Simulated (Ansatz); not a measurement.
# SrCl2 (fluorite type): how the settings move a single-point run

How sensitive is a single-point run of SrCl2 (fluorite type) to its settings? A reference run comes first, then one run with altered input.

Computed with Ansatz 0.2.0 (reference: DFT, PBE, PAW with Ansatz's default frozen-core files, scalar-relativistic, unless a step's input says otherwise).

**1. Starting point**

Symmetry: Fm-3m, No. 225, cubic system. Conventional cell: a = 7.040 Å, b = 7.040 Å, c = 7.040 Å, α = 90.00°, β = 90.00°, γ = 90.00°. Sr (site symmetry m-3m) has 8 Cl at 3.05 Å as nearest neighbours. Cl (site symmetry -43m) is surrounded by 4 Sr at 3.05 Å.

Coordinates:

```
Sr Cl
1.0
     0.00000    3.52023    3.52023
     3.52023    0.00000    3.52023
     3.52023    3.52023    0.00000
Sr Cl
1 2
Direct
  0.00000 0.00000 0.00000
  0.25000 0.25000 0.25000
  0.75000 0.75000 0.75000
```

**2. Reference**

input.yaml reads:

```yaml
crystal:
  lattice:
    - [0.0, 3.5202332848, 3.5202332848]
    - [3.5202332848, 0.0, 3.5202332848]
    - [3.5202332848, 3.5202332848, 0.0]
  atoms:
    - { symbol: Sr, position: [0.0, 0.0, 0.0] }
    - { symbol: Cl, position: [0.25, 0.25, 0.25] }
    - { symbol: Cl, position: [0.75, 0.75, 0.75] }
kpoints:
  mp_grid: { grid: [10, 10, 10] }
  band_path:
    path:
      - [0.0, 0.0, 0.0]
      - [0.5, 0.0, 0.5]
      - [0.625, 0.25, 0.625]
      - [0.375, 0.375, 0.75]
      - [0.0, 0.0, 0.0]
      - [0.5, 0.5, 0.5]
      - [0.5, 0.25, 0.75]
      - [0.5, 0.0, 0.5]
    npoints: 14
scf:
  occupations: { method: fermi_dirac, width: 0.08 }
hamiltonian:
  xc: pbe
  pseudopotentials: { kind: paw }
output:
  forces: true
  stress: true
  eigenvalues: true
  efg: { contact_densities: true }
  populations: true
  bader: true
  dos: { projected: true, de: 0.2, e_range: [-14, 8] }
  write_density: true
  write_potential: true
  elf: true
  volumetric_format: npy
```

The run is started by

```console
$ ansatz run input.yaml --threads 1 --pin off --max-ram 3072MiB --backend cpu --events-out ev --progress --plain --runs-dir out
```

**3. Changed: mp_grid.grid [5, 5, 5], mp_grid.shift [0.5, 0.5, 0.5], scf.algorithm density_mixing**

Edit input.yaml of step 2 so:

```diff
@@ -10,3 +10,3 @@
 kpoints:
-  mp_grid: { grid: [10, 10, 10] }
+  mp_grid: { grid: [5, 5, 5], shift: [0.5, 0.5, 0.5] }
   band_path:
@@ -24,2 +24,3 @@
   occupations: { method: fermi_dirac, width: 0.08 }
+  algorithm: density_mixing
 hamiltonian:
@@ -33,7 +34 @@
   populations: true
-  bader: true
-  dos: { projected: true, de: 0.2, e_range: [-14, 8] }
-  write_density: true
-  write_potential: true
-  elf: true
-  volumetric_format: npy
```

What does the calculation give? Wanted: for each run, ending; energy change; pressure; gap; force.

**Answer**, as computed:

```csv
run,ending,energy change,pressure (GPa),gap (eV),force (eV/Å),cycles,time
reference,converged,0,0.0,5.24,0.00,6,16 s
"1: mp_grid.grid [5, 5, 5], mp_grid.shift [0.5, 0.5, 0.5], scf.algorithm density_mixing",converged,0.0 meV/atom,0.0,5.54,0.00,6,4 s
```

Times don't compare one to one where runs were asked for different outputs or read a saved state (see the inputs); cycles may leave out searches for a lower state.

Residual by cycle in the longest SCF loop of each run; runs are numbered as in the table. The quantity is the density residual dr2, in eV.

```csv
cycle,reference,run 1
1,9.0e-5,9.9e-5
2,2.4e-5,2.9e-5
3,4.0e-6,4.7e-6
4,8.2e-7,1.1e-6
5,1.7e-7,2.5e-7
6,2.8e-8,4.5e-8
```

Changing the k-point mesh and solver moves the energy by 0.0 meV/atom, and the gap on the mesh goes from 5.24 to 5.54 eV. Sampling errors of the energy have no fixed sign. A gap read on a mesh depends on which points the mesh holds, and a coarse mesh shifts the density too.

The gaps are Kohn-Sham values of a semilocal functional, not quasiparticle or optical gaps. Such gaps usually fall short of the measured ones.
